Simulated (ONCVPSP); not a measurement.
# Al, ONCV: a sweep of the scale of all radii, part 2 of 2

One potential is built and tested. Then the scale of all radii is changed, to learn what it costs or gains.

ONCVPSP 4.0.1; first potential PBEsol, scalar-relativistic. The steps go on from the part before.

## Step 6: Now with scale of all radii = 0.8

Al.dat

```
# ATOM AND REFERENCE CONFIGURATION
# atsym  z   nc   nv     iexc    psfile
  Al 13.00    3    2  -116133      upf
#
#   n    l    f
    1    0    2.00
    2    0    2.00
    2    1    6.00
    3    0    2.00
    3    1    1.00
#
# PSEUDOPOTENTIAL AND OPTIMIZATION
# lmax
    2
#
#   l,   rc,      ep,       ncon, nbas, qcut
    0    1.32    0.00    3    7    3.10
    1    1.96    0.00    4    7    3.20
    2    1.96    0.14    3    7    4.30
#
# LOCAL POTENTIAL
# lloc, lpopt,  rc(5),   dvloc0
    4    5    1.04    1.00
#
# VANDERBILT-KLEINMAN-BYLANDER PROJECTORs
# l, nproj, debl
    0    2    2.20
    1    2    0.40
    2    3    0.50
#
# MODEL CORE CHARGE
# icmod, fcfact, rcfact
    3    5.75    1.05
#
# LOG DERIVATIVE ANALYSIS
# epsh1, epsh2, depsh
   -2.00    5.00    0.02
#
# OUTPUT GRID
# rlmax, drl
    6.00    0.01
#
# TEST CONFIGURATIONS
# ncnf
    4
# nvcnf
#   n    l    f
    2
    3    0    2.00
    3    1    0.00
#
    2
    3    0    1.00
    3    1    0.00
#
    2
    3    0    2.00
    3    1    0.50
#
    2
    3    0    0.00
    3    1    3.00
#
```

On the command line:

```
oncvpsp.x < Al.dat > Al.out
```

What the program wrote to Al.out (without the consistency checks and plot data):

```text
ONCVPSP  (Optimized Norm-Conservinng Vanderbilt PSeudopotential)
scalar-relativistic version 4.0.1

[... all-electron levels as in step 2 ...]

Begin loop to  construct optimized pseudo wave functions
and semi-local pseudopoentials for all angular momenta

   Wellstate for l =  0  n =  4
     eigenvalue =   1.9165
     asymptotic potential =   2.4165
     half-point radius =  2.5608

Calculating optimized projector #   1

 for l=   0

    Fraction of norm inside rc  0.073223
    Optimizing pswf for qcut=   3.11 a_B^-1,  ecut=   4.82 Ha
    Residual kinetic energy error=  8.89D-03 Ha

    Energy error per electron        Cutoff
         Ha          eV             Ha
         0.01000     0.27211        4.28
         0.00100     0.02721       77.24
         0.00010     0.00272       97.01
         0.00001     0.00027      135.26

Calculating optimized projector #   2

 for l=   0

    Fraction of norm inside rc  0.130995
    Optimizing pswf for qcut=   3.11 a_B^-1,  ecut=   4.82 Ha
    Residual kinetic energy error=  1.81D-01 Ha

    Energy error per electron        Cutoff
         Ha          eV             Ha
         0.01000     0.27211       12.97
         0.00100     0.02721      104.29
         0.00010     0.00272      136.05
         0.00001     0.00027      180.80

   Wellstate for l =  1  n =  4
     eigenvalue =   0.3012
     asymptotic potential =   0.8012
     half-point radius =  7.3534

Calculating optimized projector #   1

 for l=   1

    Fraction of norm inside rc  0.141706
    Optimizing pswf for qcut=   3.20 a_B^-1,  ecut=   5.13 Ha
    Residual kinetic energy error=  6.76D-05 Ha

    Energy error per electron        Cutoff
         Ha          eV             Ha
         0.01000     0.27211        1.27
         0.00100     0.02721        2.04
         0.00010     0.00272        4.42
         0.00001     0.00027       18.01

Calculating optimized projector #   2

 for l=   1

    Fraction of norm inside rc  0.126431
    Optimizing pswf for qcut=   3.20 a_B^-1,  ecut=   5.13 Ha
    Residual kinetic energy error=  7.78D-04 Ha

    Energy error per electron        Cutoff
         Ha          eV             Ha
         0.01000     0.27211        1.62
         0.00100     0.02721        2.96
         0.00010     0.00272       39.69
         0.00001     0.00027       51.53

   Wellstate for l =  2  n =  3
     eigenvalue =   0.1400
     asymptotic potential =   0.6400
     half-point radius =  8.0952

   Wellstate for l =  2  n =  4
     eigenvalue =   0.6400
     asymptotic potential =   1.1400
     half-point radius =  6.1261

   Wellstate for l =  2  n =  5
     eigenvalue =   1.1400
     asymptotic potential =   1.6400
     half-point radius =  6.3669

Calculating optimized projector #   1

 for l=   2

    Fraction of norm inside rc  0.054540
    Optimizing pswf for qcut=   4.29 a_B^-1,  ecut=   9.21 Ha
    Residual kinetic energy error=  1.31D-04 Ha

    Energy error per electron        Cutoff
         Ha          eV             Ha
         0.01000     0.27211        2.75
         0.00100     0.02721        6.23
         0.00010     0.00272        9.79
         0.00001     0.00027       45.22

Calculating optimized projector #   2

 for l=   2

    Fraction of norm inside rc  0.166342
    Optimizing pswf for qcut=   4.29 a_B^-1,  ecut=   9.21 Ha
    Residual kinetic energy error=  9.93D-04 Ha

    Energy error per electron        Cutoff
         Ha          eV             Ha
         0.01000     0.27211        5.82
         0.00100     0.02721        9.18
         0.00010     0.00272       17.96
         0.00001     0.00027       62.38

Calculating optimized projector #   3

 for l=   2

    Fraction of norm inside rc  0.160296
    Optimizing pswf for qcut=   4.29 a_B^-1,  ecut=   9.21 Ha
    Residual kinetic energy error=  2.76D-03 Ha

    Energy error per electron        Cutoff
         Ha          eV             Ha
         0.01000     0.27211        7.19
         0.00100     0.02721       10.57
         0.00010     0.00272       19.64
         0.00001     0.00027       49.44

Construct Vanderbilt / Kleinmman-Bylander projectors

B matrix Hermiticity error, ll=   0
   1   2    7.8777E-05

  Orthonormal projector coefficients -1.1631E+01  4.3122E+00

B matrix Hermiticity error, ll=   1
   1   2    6.3077E-06

  Orthonormal projector coefficients  1.1774E+01  1.4600E+00

B matrix Hermiticity error, ll=   2
   1   2    3.4626E-06
   1   3   -8.1031E-06
   2   3    8.6027E-06

  Orthonormal projector coefficients -8.9964E+01 -2.8382E+00 -1.4524E+00

Model core correction analysis
  based on d2Exc/dn_idn_j

d2excae - all-electron derivatives

   -3.746766D-02   -2.794587D-02
   -2.794506D-02   -2.897847D-02

d2excps - pseudofunction derivatives with no core correction

   -4.015236D-02   -2.906156D-02
   -2.906264D-02   -2.938970D-02

rms 2nd derivative error    1.570867E-03

rmatch, rhocmatch    1.4115    0.3312

Teter function model core charge with specified parameters

d2excps - pseudofunction derivatives with core correction

   -3.825411D-02   -2.835461D-02
   -2.835614D-02   -2.912424D-02

rms 2nd derivative error    4.939159E-04

Pseudoatom total energy   -1.939240

Diagnostic tests using Vanderbilt-Kleinman-Bylander pseudopotentials
  1 or more projectors used as specified by nproj input data

   l    rcore       rmatch      e in        delta e   norm test  slope test

   0   1.3216029   1.3617296  -0.2835229  -0.0000372   0.9998673   1.0001221
run_diag: lschvkbbe ERROR   2   1   0  60  1.91647715E+00  1.67482943E+00
   0   1.3216029   1.3617296   1.9164771  -0.2416477   0.0955443   0.1533378

   1   1.9614070   2.0209595  -0.0988403   0.0000008   1.0000128   1.0000097
   1   1.9614070   2.0209595   0.3011597   0.0000032   1.0000604   1.0000604

   2   1.9614070   2.0209595   0.1400000  -0.0001495   1.0000334   1.0000334
   2   1.9614070   2.0209595   0.6400000  -0.0001349   1.0000119   1.0000119
   2   1.9614070   2.0209595   1.1400000  -0.0000853   1.0000003   1.0000003

 Testing for bound ghosts
   n   l    E NL Schr. Eq   E Basis Diag.   E Cutoff

       0                       -4.117336    147.96  WARNING - GHOST(-)
   1   0       -0.283560       -0.190037    147.96

   2   1       -0.098839       -0.069433     57.14

       2                      -44.799602     88.80  WARNING - GHOST(-)

 Testing for highly-localized positive-energy ghosts
       l    <radius>/rc     E Basis Diag.   E Cutoff

Test configuration 0

   n   l     f        eae           eps        diff
   1   0  2.0000  -55.41186529
   2   0  2.0000   -3.96331035
   2   1  6.0000   -2.55552771
   3   0  2.0000   -0.28352285   -0.28356002   -3.72D-05
   3   1  1.0000   -0.09884027   -0.09883943    8.42D-07

    Total energies and differences
      AE_ref= -2.42196117D+02  AE_tst= -2.42196117D+02  dif=  0.00D+00
      PS_ref= -1.93923963D+00  PS_tst= -1.93923963D+00  dif= -4.44D-16
      PSP excitation error=  4.44D-16

Test configuration 1

   n   l     f        eae           eps        diff
   1   0  2.0000  -55.72368339
   2   0  2.0000   -4.26961474
   2   1  6.0000   -2.86222184
   3   0  2.0000   -0.54295255   -0.54312061   -1.68D-04

    Total energies and differences
      AE_ref= -2.42196117D+02  AE_tst= -2.41985320D+02  dif=  2.11D-01
      PS_ref= -1.93923963D+00  PS_tst= -1.72836681D+00  dif=  2.11D-01
      PSP excitation error= -7.57D-05

Test configuration 2

   n   l     f        eae           eps        diff
   1   0  2.0000  -56.18811980
   2   0  2.0000   -4.72014152
   2   1  6.0000   -3.31272871
   3   0  1.0000   -0.86914416   -0.86880185    3.42D-04

    Total energies and differences
      AE_ref= -2.42196117D+02  AE_tst= -2.41280807D+02  dif=  9.15D-01
      PS_ref= -1.93923963D+00  PS_tst= -1.02363443D+00  dif=  9.16D-01
      PSP excitation error= -2.95D-04

Test configuration 3

   n   l     f        eae           eps        diff
   1   0  2.0000  -55.55473563
   2   0  2.0000   -4.10429353
   2   1  6.0000   -2.69666388
   3   0  2.0000   -0.40633757   -0.40641184   -7.43D-05
   3   1  0.5000   -0.20858053   -0.20863860   -5.81D-05

    Total energies and differences
      AE_ref= -2.42196117D+02  AE_tst= -2.42119915D+02  dif=  7.62D-02
      PS_ref= -1.93923963D+00  PS_tst= -1.86302180D+00  dif=  7.62D-02
      PSP excitation error= -1.52D-05

Test configuration 4

   n   l     f        eae           eps        diff
   1   0  2.0000  -55.54393606
   2   0  2.0000   -4.09229561
   2   1  6.0000   -2.68346535
   3   1  3.0000   -0.14210431   -0.14197121    1.33D-04

    Total energies and differences
      AE_ref= -2.42196117D+02  AE_tst= -2.41813724D+02  dif=  3.82D-01
      PS_ref= -1.93923963D+00  PS_tst= -1.55655207D+00  dif=  3.83D-01
      PSP excitation error= -2.95D-04
```

It took 6.4 s on 1 thread, shared host.

The tests as a table, with energies relative to 3s2 3p1.

```tsv
valence configuration	charge	ΔE all-electron (eV)	error AE − PS (meV)
3s2 3p0	+1	5.736	-2.1
3s1 3p0	+2	24.907	-8.0
3s2 3p0.5	+0.5	2.074	-0.4
3s0 3p3	0	10.405	-8.0
```

With this change the loose cutoff goes from 5.7 Ha to 77 Ha, the largest test error goes from +2.8 to -8.0 meV and a bound ghost appears (s, d).

## Step 7: Now with scale of all radii = 1.32

Al.dat, as its differences from that of step 6:

```diff
@@ -16,5 +16,5 @@
 #   l,   rc,      ep,       ncon, nbas, qcut
-    0    1.32    0.00    3    7    3.10
-    1    1.96    0.00    4    7    3.20
-    2    1.96    0.14    3    7    4.30
+    0    2.18    0.00    3    7    3.10
+    1    3.24    0.00    4    7    3.20
+    2    3.24    0.14    3    7    4.30
 #
@@ -22,3 +22,3 @@
 # lloc, lpopt,  rc(5),   dvloc0
-    4    5    1.04    1.00
+    4    5    1.72    1.00
 #
```

On the command line:

```
oncvpsp.x < Al.dat > Al.out
```

Output in Al.out (without the consistency checks and plot data):

```text
ONCVPSP  (Optimized Norm-Conservinng Vanderbilt PSeudopotential)
scalar-relativistic version 4.0.1

[... all-electron levels as in step 2 ...]

Begin loop to  construct optimized pseudo wave functions
and semi-local pseudopoentials for all angular momenta

   Wellstate for l =  0  n =  5
     eigenvalue =   1.9165
     asymptotic potential =   2.4165
     half-point radius =  4.0979

Calculating optimized projector #   1

 for l=   0

    Fraction of norm inside rc  0.404761
    Optimizing pswf for qcut=   3.11 a_B^-1,  ecut=   4.83 Ha
    Residual kinetic energy error=  5.59D-04 Ha

    Energy error per electron        Cutoff
         Ha          eV             Ha
         0.01000     0.27211        2.46
         0.00100     0.02721        4.35
         0.00010     0.00272       17.93
         0.00001     0.00027       39.06

Calculating optimized projector #   2

 for l=   0

    Fraction of norm inside rc  0.142953
    Optimizing pswf for qcut=   3.11 a_B^-1,  ecut=   4.83 Ha
    Residual kinetic energy error=  2.70D-02 Ha

    Energy error per electron        Cutoff
         Ha          eV             Ha
         0.01000     0.27211        5.63
         0.00100     0.02721       19.16
         0.00010     0.00272       37.83
         0.00001     0.00027       55.50

   Wellstate for l =  1  n =  4
     eigenvalue =   0.3012
     asymptotic potential =   0.8012
     half-point radius =  6.7239

Calculating optimized projector #   1

 for l=   1

    Fraction of norm inside rc  0.520934
    Optimizing pswf for qcut=   3.20 a_B^-1,  ecut=   5.13 Ha
    Residual kinetic energy error=  4.05D-07 Ha

    Energy error per electron        Cutoff
         Ha          eV             Ha
         0.01000     0.27211        1.28
         0.00100     0.02721        2.08
         0.00010     0.00272        2.81
         0.00001     0.00027        3.53

Calculating optimized projector #   2

 for l=   1

    Fraction of norm inside rc  0.262407
    Optimizing pswf for qcut=   3.20 a_B^-1,  ecut=   5.13 Ha
    Residual kinetic energy error=  4.59D-06 Ha

    Energy error per electron        Cutoff
         Ha          eV             Ha
         0.01000     0.27211        1.64
         0.00100     0.02721        2.41
         0.00010     0.00272        3.30
         0.00001     0.00027        4.25

   Wellstate for l =  2  n =  3
     eigenvalue =   0.1400
     asymptotic potential =   0.6400
     half-point radius =  6.8936

   Wellstate for l =  2  n =  4
     eigenvalue =   0.6400
     asymptotic potential =   1.1400
     half-point radius =  5.7584

   Wellstate for l =  2  n =  5
     eigenvalue =   1.1400
     asymptotic potential =   1.6400
     half-point radius =  6.2672

Calculating optimized projector #   1

 for l=   2

    Fraction of norm inside rc  0.325955
    Optimizing pswf for qcut=   4.30 a_B^-1,  ecut=   9.26 Ha
    Residual kinetic energy error=  7.27D-08 Ha

    Energy error per electron        Cutoff
         Ha          eV             Ha
         0.01000     0.27211        2.28
         0.00100     0.02721        4.24
         0.00010     0.00272        5.88
         0.00001     0.00027        7.08

Calculating optimized projector #   2

 for l=   2

    Fraction of norm inside rc  0.403034
    Optimizing pswf for qcut=   4.30 a_B^-1,  ecut=   9.26 Ha
    Residual kinetic energy error=  4.39D-06 Ha

    Energy error per electron        Cutoff
         Ha          eV             Ha
         0.01000     0.27211        4.53
         0.00100     0.02721        6.26
         0.00010     0.00272        7.62
         0.00001     0.00027        9.13

Calculating optimized projector #   3

 for l=   2

    Fraction of norm inside rc  0.254411
    Optimizing pswf for qcut=   4.30 a_B^-1,  ecut=   9.26 Ha
    Residual kinetic energy error=  3.24D-05 Ha

    Energy error per electron        Cutoff
         Ha          eV             Ha
         0.01000     0.27211        5.48
         0.00100     0.02721        7.22
         0.00010     0.00272        8.70
         0.00001     0.00027       10.53

Construct Vanderbilt / Kleinmman-Bylander projectors

B matrix Hermiticity error, ll=   0
   1   2   -7.5067E-05

  Orthonormal projector coefficients  2.9333E+00  6.8595E-01

B matrix Hermiticity error, ll=   1
   1   2    8.3067E-06

  Orthonormal projector coefficients  3.8572E-01  1.2765E-01

B matrix Hermiticity error, ll=   2
   1   2    7.7486E-06
   1   3   -8.9322E-06
   2   3    1.1317E-05

  Orthonormal projector coefficients -1.3474E+00 -4.2176E-01 -8.5206E-02

Model core correction analysis
  based on d2Exc/dn_idn_j

d2excae - all-electron derivatives

   -3.746766D-02   -2.794587D-02
   -2.794506D-02   -2.897847D-02

d2excps - pseudofunction derivatives with no core correction

   -4.011015D-02   -2.904836D-02
   -2.904938D-02   -2.937449D-02

rms 2nd derivative error    1.547140E-03

rmatch, rhocmatch    1.4115    0.3312

Teter function model core charge with specified parameters

d2excps - pseudofunction derivatives with core correction

   -3.834833D-02   -2.845600D-02
   -2.845736D-02   -2.915398D-02

rms 2nd derivative error    5.764259E-04

Pseudoatom total energy   -1.941580

Diagnostic tests using Vanderbilt-Kleinman-Bylander pseudopotentials
  1 or more projectors used as specified by nproj input data

   l    rcore       rmatch      e in        delta e   norm test  slope test

   0   2.1843960   2.2507190  -0.2835229   0.0000285   1.0000481   1.0007456
   0   2.1843960   2.2507190   1.9164771   0.0001071   1.0000510   1.0000510

   1   3.2418887   3.3403194  -0.0988403  -0.0000002   1.0000096   1.0000134
   1   3.2418887   3.3403194   0.3011597   0.0000001   1.0000418   1.0000418

   2   3.2418887   3.3403194   0.1400000  -0.0000032   1.0000071   1.0000071
   2   3.2418887   3.3403194   0.6400000   0.0000009   1.0000391   1.0000391
   2   3.2418887   3.3403194   1.1400000  -0.0000059   1.0000529   1.0000529

 Testing for bound ghosts
   n   l    E NL Schr. Eq   E Basis Diag.   E Cutoff

   1   0       -0.283494       -0.280602     39.15

   2   1       -0.098840       -0.097717     21.07

 Testing for highly-localized positive-energy ghosts
       l    <radius>/rc     E Basis Diag.   E Cutoff

Test configuration 0

   n   l     f        eae           eps        diff
   1   0  2.0000  -55.41186529
   2   0  2.0000   -3.96331035
   2   1  6.0000   -2.55552771
   3   0  2.0000   -0.28352285   -0.28349431    2.85D-05
   3   1  1.0000   -0.09884027   -0.09884044   -1.72D-07

    Total energies and differences
      AE_ref= -2.42196117D+02  AE_tst= -2.42196117D+02  dif=  0.00D+00
      PS_ref= -1.94158035D+00  PS_tst= -1.94158035D+00  dif=  4.44D-16
      PSP excitation error= -4.44D-16

Test configuration 1

   n   l     f        eae           eps        diff
   1   0  2.0000  -55.72368339
   2   0  2.0000   -4.26961474
   2   1  6.0000   -2.86222184
   3   0  2.0000   -0.54295255   -0.54305856   -1.06D-04

    Total energies and differences
      AE_ref= -2.42196117D+02  AE_tst= -2.41985320D+02  dif=  2.11D-01
      PS_ref= -1.94158035D+00  PS_tst= -1.73067768D+00  dif=  2.11D-01
      PSP excitation error= -1.06D-04

Test configuration 2

   n   l     f        eae           eps        diff
   1   0  2.0000  -56.18811980
   2   0  2.0000   -4.72014152
   2   1  6.0000   -3.31272871
   3   0  1.0000   -0.86914416   -0.86911771    2.64D-05

    Total energies and differences
      AE_ref= -2.42196117D+02  AE_tst= -2.41280807D+02  dif=  9.15D-01
      PS_ref= -1.94158035D+00  PS_tst= -1.02591140D+00  dif=  9.16D-01
      PSP excitation error= -3.59D-04

Test configuration 3

   n   l     f        eae           eps        diff
   1   0  2.0000  -55.55473563
   2   0  2.0000   -4.10429353
   2   1  6.0000   -2.69666388
   3   0  2.0000   -0.40633757   -0.40634243   -4.86D-06
   3   1  0.5000   -0.20858053   -0.20866346   -8.29D-05

    Total energies and differences
      AE_ref= -2.42196117D+02  AE_tst= -2.42119915D+02  dif=  7.62D-02
      PS_ref= -1.94158035D+00  PS_tst= -1.86535708D+00  dif=  7.62D-02
      PSP excitation error= -2.07D-05

Test configuration 4

   n   l     f        eae           eps        diff
   1   0  2.0000  -55.54393606
   2   0  2.0000   -4.09229561
   2   1  6.0000   -2.68346535
   3   1  3.0000   -0.14210431   -0.14199932    1.05D-04

    Total energies and differences
      AE_ref= -2.42196117D+02  AE_tst= -2.41813724D+02  dif=  3.82D-01
      PS_ref= -1.94158035D+00  PS_tst= -1.55865964D+00  dif=  3.83D-01
      PSP excitation error= -5.28D-04
```

Wall time 6.3 s (1 thread, shared host).

Energies count from the reference configuration 3s2 3p1; the error is all-electron less pseudo.

```tsv
valence configuration	charge	ΔE all-electron (eV)	error AE − PS (meV)
3s2 3p0	+1	5.736	-2.9
3s1 3p0	+2	24.907	-9.8
3s2 3p0.5	+0.5	2.074	-0.6
3s0 3p3	0	10.405	-14
```

Against the first potential, the loose cutoff goes from 5.7 Ha to 4.3 Ha, the largest test error goes from +2.8 to -14 meV and there is no bound ghost.

## Step 8: All runs side by side

What follows sums up all 2 parts.

Cutoffs, loose and tight: the cutoffs (Ha) at which the residual kinetic energy of the hardest occupied pseudo-wave falls to 1 and 0.1 mHa per electron; empty and scattering waves don't count. The number of plane waves in a given cell goes as the cutoff to the power 3/2; it is given for the loose cutoff, relative to the first potential. Test errors are all-electron less pseudo. The phase difference is the largest within 0.5 Ha of zero, over the channels with partial waves. 4 further runs were made in the same way; their inputs and logs are not shown.

```tsv
scale of all radii	outcome	cutoff, loose	cutoff, tight	plane waves, relative	bound ghosts	largest test error (meV)	phase difference near zero (rad)
0.8	generated	77 Ha	97 Ha	49.49	s, d	-8.0	0.001
0.9	generated	5.7 Ha	25 Ha	0.99	none	-2.1	0.004
1 (first)	generated	5.7 Ha	24 Ha	1.00	none	+2.8	0.001
1.02	generated	5.7 Ha	27 Ha	1.00	none	+2.9	0.001
1.07	generated	5.7 Ha	34 Ha	0.99	d	-2.4	0.001
1.22	generated	5.0 Ha	28 Ha	0.81	none	-5.0	0.001
1.32	generated	4.3 Ha	18 Ha	0.66	none	-14	0.001
```

What this shows: As the scale of all radii grows from 0.8 to 1.32, the loose cutoff falls from 77 Ha to 4.3 Ha. The largest test error shows no steady trend; it lies between 2.1 meV and 14 meV. Bound ghosts show at 0.8, 1.07.

The first potential by itself. The worst unpolarised test, 3s0 3p3, is off by 2.8 meV on 10.4 eV; by total energies transferability rates as very good. The potential is soft on the atom at that tolerance: the looser tolerance needs 5.7 Ha. The tighter tolerance needs 24 Ha, and converged work needs a cutoff nearer that. At the looser tolerance the 3s wave is the slowest; 3p needs 2 Ha. The program's ghost test flags no bound state.
